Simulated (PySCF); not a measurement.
# A gas-phase reaction: Cl3HSi + F2 → Cl3FSi + FH

What reaction energy should one expect for `Cl[SiH](Cl)Cl` + `FF` → `F[Si](Cl)(Cl)Cl` + `F`?

Programs: PySCF 2.14.0. All values are calculated, for the isolated system unless a continuum is named. Atoms count from 0, parts from 1.

## (1) Starting point

Each species was relaxed by itself at PBE0-D3(BJ)/def2-SVPD.

## (2) Reaction energy: wB97M-D3(BJ)/def2-TZVPD

What the job is given:

```
{"job": {"kind": "react", "xc": "wB97M-D3(BJ)", "basis": "def2-TZVPD"}, "charge": 0, "multiplicity": 1}
-1 Cl3HSi charge 0 multiplicity 1
Cl    -1.236650    -1.512870    -0.541450
Si     0.007690    -0.010390     0.092220
Cl    -0.704220     1.787000    -0.592530
Cl     1.885530    -0.323200    -0.671150
H      0.063280     0.003460     1.565470

-1 F2 charge 0 multiplicity 1
F      0.688980     0.003250    -0.004450
F     -0.688980    -0.003250     0.004450

+1 Cl3FSi charge 0 multiplicity 1
F      0.171200    -0.061960     1.707180
Si     0.026670     0.002730     0.104500
Cl     1.779380    -0.617280    -0.714750
Cl    -0.373850     1.923790    -0.421420
Cl    -1.497820    -1.222720    -0.444640

+1 FH charge 0 multiplicity 1
F      0.460020     0.001900    -0.008040
H     -0.460020    -0.001900     0.008040
```

With the program's defaults for keys left out, this is: wB97M-D3(BJ)/def2-TZVPD reaction energy of separated species, gas phase.

Command:

```
$ OMP_NUM_THREADS=1 python cluster_run.py task.json out
```

The driver reads the jobs from task.json and runs them one after another.

The program printed:

```text
species 1 (Cl3HSi)
coarse grid: 27832 points
cycle   1  E = -1671.0233355072  dE =  3.779e-01  |g| = 4.795e-01  |ddm| = 1.774e+00
cycle   2  E = -1671.0409980333  dE = -1.766e-02  |g| = 4.654e-01  |ddm| = 7.641e-01
cycle   3  E = -1671.0927422856  dE = -5.174e-02  |g| = 2.169e-02  |ddm| = 3.567e-01
cycle   4  E = -1671.0928991732  dE = -1.569e-04  |g| = 5.850e-03  |ddm| = 3.438e-02
cycle   5  E = -1671.0929201486  dE = -2.098e-05  |g| = 2.356e-03  |ddm| = 1.451e-02
cycle   6  E = -1671.0929220560  dE = -1.907e-06  |g| = 4.659e-04  |ddm| = 2.671e-03
final grid: 52536 points
cycle   7  E = -1671.0928156409  dE = -2.021e-07  |g| = 2.034e-04  |ddm| = 1.856e-03
cycle   8  E = -1671.0928156659  dE = -2.502e-08  |g| = 1.033e-04  |ddm| = 3.699e-04
cycle   9  E = -1671.0928156703  dE = -4.372e-09  |g| = 3.584e-05  |ddm| = 1.161e-04
cycle  10  E = -1671.0928156716  dE = -1.321e-09  |g| = 8.361e-06  |ddm| = 1.037e-04
cycle  11  E = -1671.0928156716  dE = -1.774e-11  |g| = 3.104e-06  |ddm| = 1.071e-05
converged SCF energy = -1671.0928156716

species 2 (F2)
coarse grid: 10600 points
cycle   1  E = -199.6113003116  dE =  1.195e-02  |g| = 3.458e-01  |ddm| = 1.052e+00
cycle   2  E = -199.6264067757  dE = -1.511e-02  |g| = 1.647e-01  |ddm| = 1.842e-01
cycle   3  E = -199.6293649157  dE = -2.958e-03  |g| = 2.217e-02  |ddm| = 5.435e-02
cycle   4  E = -199.6294264967  dE = -6.158e-05  |g| = 8.600e-03  |ddm| = 1.161e-02
cycle   5  E = -199.6294373467  dE = -1.085e-05  |g| = 7.501e-04  |ddm| = 4.105e-03
cycle   6  E = -199.6294374850  dE = -1.383e-07  |g| = 3.049e-05  |ddm| = 6.348e-04
final grid: 23208 points
cycle   7  E = -199.6294280920  dE = -2.168e-09  |g| = 2.056e-05  |ddm| = 1.255e-04
cycle   8  E = -199.6294280921  dE = -7.009e-11  |g| = 1.072e-05  |ddm| = 1.683e-05
converged SCF energy = -199.6294280921

species 3 (Cl3FSi)
coarse grid: 30664 points
cycle   1  E = -1770.3648789132  dE =  6.094e-01  |g| = 6.954e-01  |ddm| = 1.961e+00
cycle   2  E = -1770.3628814866  dE =  1.997e-03  |g| = 8.021e-01  |ddm| = 9.872e-01
cycle   3  E = -1770.4712611740  dE = -1.084e-01  |g| = 5.305e-02  |ddm| = 4.776e-01
cycle   4  E = -1770.4717393352  dE = -4.782e-04  |g| = 2.995e-02  |ddm| = 5.959e-02
cycle   5  E = -1770.4719037515  dE = -1.644e-04  |g| = 3.601e-03  |ddm| = 1.862e-02
cycle   6  E = -1770.4719094907  dE = -5.739e-06  |g| = 8.891e-04  |ddm| = 6.747e-03
final grid: 58768 points
cycle   7  E = -1770.4717931038  dE = -2.517e-07  |g| = 6.632e-04  |ddm| = 2.053e-03
cycle   8  E = -1770.4717931247  dE = -2.097e-08  |g| = 6.811e-04  |ddm| = 8.311e-04
cycle   9  E = -1770.4717932064  dE = -8.163e-08  |g| = 7.013e-05  |ddm| = 3.604e-04
cycle  10  E = -1770.4717932076  dE = -1.267e-09  |g| = 2.776e-05  |ddm| = 5.966e-05
cycle  11  E = -1770.4717932080  dE = -3.506e-10  |g| = 1.140e-05  |ddm| = 4.169e-05
converged SCF energy = -1770.4717932080

species 4 (FH)
coarse grid: 7776 points
cycle   1  E = -100.4688139606  dE = -9.408e-02  |g| = 4.644e-01  |ddm| = 6.197e-01
cycle   2  E = -100.4724951240  dE = -3.681e-03  |g| = 5.038e-01  |ddm| = 3.808e-01
cycle   3  E = -100.5053082501  dE = -3.281e-02  |g| = 2.574e-02  |ddm| = 1.678e-01
cycle   4  E = -100.5053842282  dE = -7.598e-05  |g| = 5.006e-03  |ddm| = 1.077e-02
cycle   5  E = -100.5053888693  dE = -4.641e-06  |g| = 4.334e-04  |ddm| = 3.766e-03
final grid: 16976 points
cycle   6  E = -100.5053938232  dE = -6.399e-08  |g| = 1.075e-04  |ddm| = 8.224e-04
cycle   7  E = -100.5053938267  dE = -3.439e-09  |g| = 8.346e-05  |ddm| = 2.188e-04
cycle   8  E = -100.5053938276  dE = -9.092e-10  |g| = 2.020e-05  |ddm| = 3.762e-05
converged SCF energy = -100.5053938276

Reaction energy = -160.056 kcal/mol
```

Wall time 43 s (1 thread of Arm Neoverse N1, shared host); peak memory 0.79 GiB.

Species by species (with the dispersion term, which the log's SCF energies lack):

| ν | species | energy (Eh) | HOMO (eV) |
| --- | --- | --- | --- |
| -1 | Cl[SiH](Cl)Cl | -1671.09968 | -11.73 |
| -1 | FF | -199.62975 | -14.36 |
| +1 | F[Si](Cl)(Cl)Cl | -1770.47886 | -12.01 |
| +1 | F | -100.50563 | -14.54 |

## (3) Energies of the species: PBE0-D3(BJ)/def2-TZVPD

Same as in step 2 but for these lines:

```diff
@@ -1,2 +1,2 @@
-{"job": {"kind": "react", "xc": "wB97M-D3(BJ)", "basis": "def2-TZVPD"}, "charge": 0, "multiplicity": 1}
+{"job": {"kind": "react", "xc": "PBE0", "basis": "def2-TZVPD", "disp": "d3bj"}, "charge": 0, "multiplicity": 1}
 -1 Cl3HSi charge 0 multiplicity 1
```

Level: PBE0-D3(BJ)/def2-TZVPD reaction energy of separated species, gas phase.

The program printed:

```text
species 1 (Cl3HSi)
coarse grid: 7120 points
cycle   1  E = -1670.2902373149  dE =  3.443e-01  |g| = 3.790e-01  |ddm| = 1.839e+00
cycle   2  E = -1670.2627002968  dE =  2.754e-02  |g| = 5.082e-01  |ddm| = 7.327e-01
cycle   3  E = -1670.3267630777  dE = -6.406e-02  |g| = 5.269e-02  |ddm| = 4.175e-01
cycle   4  E = -1670.3273275212  dE = -5.644e-04  |g| = 1.625e-02  |ddm| = 4.215e-02
cycle   5  E = -1670.3273874104  dE = -5.989e-05  |g| = 2.217e-03  |ddm| = 1.343e-02
cycle   6  E = -1670.3273883555  dE = -9.451e-07  |g| = 8.218e-04  |ddm| = 2.222e-03
final grid: 52536 points
cycle   7  E = -1670.3294472350  dE = -1.810e-05  |g| = 4.222e-03  |ddm| = 2.290e-02
cycle   8  E = -1670.3294472809  dE = -4.598e-08  |g| = 3.433e-03  |ddm| = 5.423e-03
cycle   9  E = -1670.3294492594  dE = -1.978e-06  |g| = 6.909e-04  |ddm| = 3.057e-03
cycle  10  E = -1670.3294493918  dE = -1.323e-07  |g| = 1.074e-04  |ddm| = 5.495e-04
cycle  11  E = -1670.3294493946  dE = -2.834e-09  |g| = 2.279e-05  |ddm| = 8.949e-05
cycle  12  E = -1670.3294493947  dE = -1.291e-10  |g| = 6.839e-06  |ddm| = 1.605e-05
converged SCF energy = -1670.3294493947

species 2 (F2)
coarse grid: 2176 points
cycle   1  E = -199.3949433205  dE =  9.181e-02  |g| = 2.764e-01  |ddm| = 1.051e+00
cycle   2  E = -199.4014731977  dE = -6.530e-03  |g| = 1.374e-01  |ddm| = 1.363e-01
cycle   3  E = -199.4037885942  dE = -2.315e-03  |g| = 2.290e-02  |ddm| = 5.059e-02
cycle   4  E = -199.4038516099  dE = -6.302e-05  |g| = 8.080e-03  |ddm| = 1.132e-02
cycle   5  E = -199.4038598157  dE = -8.206e-06  |g| = 1.816e-04  |ddm| = 3.279e-03
final grid: 23208 points
cycle   6  E = -199.4096322515  dE = -7.814e-06  |g| = 1.271e-03  |ddm| = 8.093e-03
cycle   7  E = -199.4096323056  dE = -5.408e-08  |g| = 1.036e-03  |ddm| = 8.883e-04
cycle   8  E = -199.4096324426  dE = -1.370e-07  |g| = 7.538e-05  |ddm| = 4.282e-04
cycle   9  E = -199.4096324433  dE = -7.286e-10  |g| = 1.993e-05  |ddm| = 3.206e-05
converged SCF energy = -199.4096324433

species 3 (Cl3FSi)
coarse grid: 7584 points
cycle   1  E = -1769.5187218088  dE =  5.755e-01  |g| = 6.278e-01  |ddm| = 2.046e+00
cycle   2  E = -1769.4208275421  dE =  9.789e-02  |g| = 1.007e+00  |ddm| = 1.026e+00
cycle   3  E = -1769.5907199542  dE = -1.699e-01  |g| = 7.000e-02  |ddm| = 6.068e-01
cycle   4  E = -1769.5914977413  dE = -7.778e-04  |g| = 3.009e-02  |ddm| = 7.290e-02
cycle   5  E = -1769.5916300652  dE = -1.323e-04  |g| = 8.468e-03  |ddm| = 2.283e-02
cycle   6  E = -1769.5916475817  dE = -1.752e-05  |g| = 2.290e-03  |ddm| = 7.160e-03
cycle   7  E = -1769.5916487706  dE = -1.189e-06  |g| = 2.617e-04  |ddm| = 1.457e-03
final grid: 58768 points
cycle   8  E = -1769.5964693143  dE = -2.490e-05  |g| = 4.292e-03  |ddm| = 2.241e-02
cycle   9  E = -1769.5964694146  dE = -1.003e-07  |g| = 3.661e-03  |ddm| = 5.219e-03
cycle  10  E = -1769.5964712136  dE = -1.799e-06  |g| = 9.215e-04  |ddm| = 2.884e-03
cycle  11  E = -1769.5964713695  dE = -1.559e-07  |g| = 9.382e-05  |ddm| = 5.680e-04
cycle  12  E = -1769.5964713710  dE = -1.514e-09  |g| = 3.709e-05  |ddm| = 9.133e-05
cycle  13  E = -1769.5964713712  dE = -2.574e-10  |g| = 1.220e-05  |ddm| = 3.011e-05
converged SCF energy = -1769.5964713712

species 4 (FH)
coarse grid: 1712 points
cycle   1  E = -100.3541495165  dE = -3.604e-02  |g| = 4.958e-01  |ddm| = 6.253e-01
cycle   2  E = -100.3146308687  dE =  3.952e-02  |g| = 7.430e-01  |ddm| = 5.125e-01
cycle   3  E = -100.3938740305  dE = -7.924e-02  |g| = 2.284e-02  |ddm| = 2.892e-01
cycle   4  E = -100.3939495861  dE = -7.556e-05  |g| = 4.205e-03  |ddm| = 9.787e-03
cycle   5  E = -100.3939515701  dE = -1.984e-06  |g| = 3.557e-04  |ddm| = 1.247e-03
final grid: 16976 points
cycle   6  E = -100.3948398913  dE = -1.861e-05  |g| = 4.007e-03  |ddm| = 7.554e-03
cycle   7  E = -100.3948379557  dE =  1.936e-06  |g| = 5.512e-03  |ddm| = 3.360e-03
cycle   8  E = -100.3948420659  dE = -4.110e-06  |g| = 9.867e-05  |ddm| = 2.018e-03
cycle   9  E = -100.3948420672  dE = -1.263e-09  |g| = 1.771e-05  |ddm| = 3.902e-05
cycle  10  E = -100.3948420672  dE = -4.721e-11  |g| = 3.065e-06  |ddm| = 1.022e-05
converged SCF energy = -100.3948420672

Reaction energy = -158.395 kcal/mol
```

Wall time 23 s (1 thread of Arm Neoverse N1, shared host); peak memory 0.66 GiB.

Reaction energy at this level: -158.4 kcal/mol.

## (4) Side by side

Energies in kcal/mol, with wall time:

| run | reaction | time |
| --- | --- | --- |
| wB97M-D3(BJ)/def2-TZVPD | -160.1 | 43 s |
| PBE0-D3(BJ)/def2-TZVPD | -158.4 | 23 s |

## (5) What came out

| quantity | value |
| --- | --- |
| reaction energy (wB97M-D3(BJ)/def2-TZVPD) | -160.1 kcal/mol |
| ΔH, ΔG at 298 K (xTB thermal terms) | -158.5, -157.9 kcal/mol |
| range of the reaction energy over the runs of this table | -160.1 to -158.4 kcal/mol |

In words: The reaction is exothermic by 158.5 kcal/mol in the gas phase; dispersion gives -0.08, and xTB itself gave -107.5 for the electronic energy (xTB energies and thermal terms come from the earlier relaxation of each species, not shown). No barrier was sought. xTB and this level differ widely in the electronic energy, so what comes from xTB (the thermal terms above all) is less safe here. The reaction energy runs from -160.1 (wB97M-D3(BJ)/def2-TZVPD) to -158.4 kcal/mol (PBE0-D3(BJ)/def2-TZVPD).
